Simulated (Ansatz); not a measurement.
# Cl2H2MoO2S: up Jacob's ladder to CCSD(T)

The task here is to estimate one member of a computed series from the others.

Method: functionals in def2-TZVPP, the program's frozen cores in correlated methods; program: Ansatz 0.2.0, Gaussian basis.

Plan: LDA (SPW92), PBE-D4, revPBE-D4, BLYP-D4, r2SCAN-D4, B97M-V, PBE0-D4, B3LYP-D4, r2SCANh-D4, r2SCAN0-D4, HSE06-D4, BHLYP-D4, CAM-B3LYP-D4, LC-ωPBE, ωB97X-V, ωB97M-V, B2PLYP, PBE-QIDH; CCSD(T)/def2-SVP; CCSD(T)/def2-TZVPP; MP2/def2-QZVPP; extrapolation to the limit; RPA on PBE.

**The relaxed structure**

All runs share one geometry, relaxed beforehand with PBE0-D4 in a triple-zeta def2 set. Mo takes the def2 core potential; no spin-orbit term is included.

SMILES `[OH][Mo]([OH])(=[S])([Cl])[Cl]`, 8 atoms, charge 0, spin multiplicity 1.

Atoms are counted from 1 here; the program's logs count them from 0.

Bond lengths: O1–Mo2 1.850 Å, O1–H7 0.963 Å, Mo2–O3 1.850 Å, Mo2–S4 2.075 Å, Mo2–Cl5 2.397 Å, Mo2–Cl6 2.262 Å, O3–H8 0.963 Å. Angles: Mo2–O1–H7 123.0°, O1–Mo2–O3 151.0°, O1–Mo2–S4 102.6°, O1–Mo2–Cl5 79.0°, O1–Mo2–Cl6 93.1°, O3–Mo2–S4 102.6°, O3–Mo2–Cl5 79.0°, O3–Mo2–Cl6 93.1°, S4–Mo2–Cl5 110.4°, S4–Mo2–Cl6 106.5°, Cl5–Mo2–Cl6 143.1°, Mo2–O3–H8 123.0°.

Set-up of the first run:

The input, in.yaml:

```yaml
crystal:
  periodic: [false, false, false]
  atoms:
    - {symbol: O, position_ang: [-1.460179, 1.024475, 0.008896]}
    - {symbol: Mo, position_ang: [0.078901, 0.080464, -0.394506]}
    - {symbol: O, position_ang: [1.612111, -0.813666, 0.127300]}
    - {symbol: S, position_ang: [-0.427846, -0.880445, -2.162445]}
    - {symbol: Cl, position_ang: [-0.733504, -1.155006, 1.491790]}
    - {symbol: Cl, position_ang: [1.217132, 1.944382, -0.981730]}
    - {symbol: H, position_ang: [-1.910397, 0.956434, 0.857583]}
    - {symbol: H, position_ang: [1.715984, -1.213738, 0.997210]}
basis:
  gaussian: {orbitals: def2-TZVPP}
hamiltonian: {xc: lda}
output: {orbitals: {seedname: orbitals}}
```

The run is started by

```bash
$ ansatz run in.yaml --threads 4 --pin off --events-out ev --progress --plain --max-ram 11315MiB
```

Steps of the session up to this table: LDA; PBE-D4 (GGA); revPBE-D4 (GGA); BLYP-D4 (GGA); r2SCAN-D4 (meta-GGA); B97M-V (meta-GGA); B3LYP-D4 (hybrid); r2SCANh-D4 (hybrid); r2SCAN0-D4 (hybrid); HSE06-D4 (hybrid); BHLYP-D4 (hybrid); CAM-B3LYP-D4 (range-separated); LC-ωPBE (range-separated); ωB97X-V (range-separated); ωB97M-V (range-separated); B2PLYP (double hybrid); PBE-QIDH (double hybrid).

One table of the session follows, with a row left open; its other results are not shown here.

It belongs to the step «Orbital energies across the functionals». 

| functional | HOMO (eV) | LUMO (eV) | gap (eV) |
| --- | --- | --- | --- |
| LDA (SPW92) | -7.28 | -4.76 | 2.52 |
| PBE-D4 | -7.11 | -4.55 | 2.56 |
| revPBE-D4 | -7.05 | -4.48 | 2.58 |
| BLYP-D4 | -6.95 | -4.42 | 2.52 |
| r2SCAN-D4 | -7.45 | -4.60 | 2.85 |
| B97M-V | -7.51 | -4.58 | 2.93 |
| PBE0-D4 | -8.44 | -3.86 | 4.58 |
| B3LYP-D4 | -8.18 | -4.04 | 4.14 |
| r2SCANh-D4 | ? | ? | ? |
| r2SCAN0-D4 | -8.66 | -3.87 | 4.79 |
| HSE06-D4 | -8.04 | -4.23 | 3.81 |
| BHLYP-D4 | -9.62 | -3.04 | 6.58 |
| CAM-B3LYP-D4 | -9.76 | -2.79 | 6.97 |
| LC-ωPBE | -11.12 | -1.83 | 9.29 |
| ωB97X-V | -10.77 | -1.83 | 8.94 |
| ωB97M-V | -10.62 | -1.82 | 8.80 |

**Question.** Estimate the row for r2SCANh-D4.

Worked estimate for «HOMO (eV)». Against the share of exact exchange, r2SCAN-D4 (0, -7.45), r2SCAN0-D4 (0.25, -8.66) give a slope of -4.84 per unit share; at 0.1 the line stands at -7.93.

As computed: HOMO (eV): -7.93; LUMO (eV): -4.31; gap (eV): 3.62. In «HOMO (eV)» the line misses by 0.00.
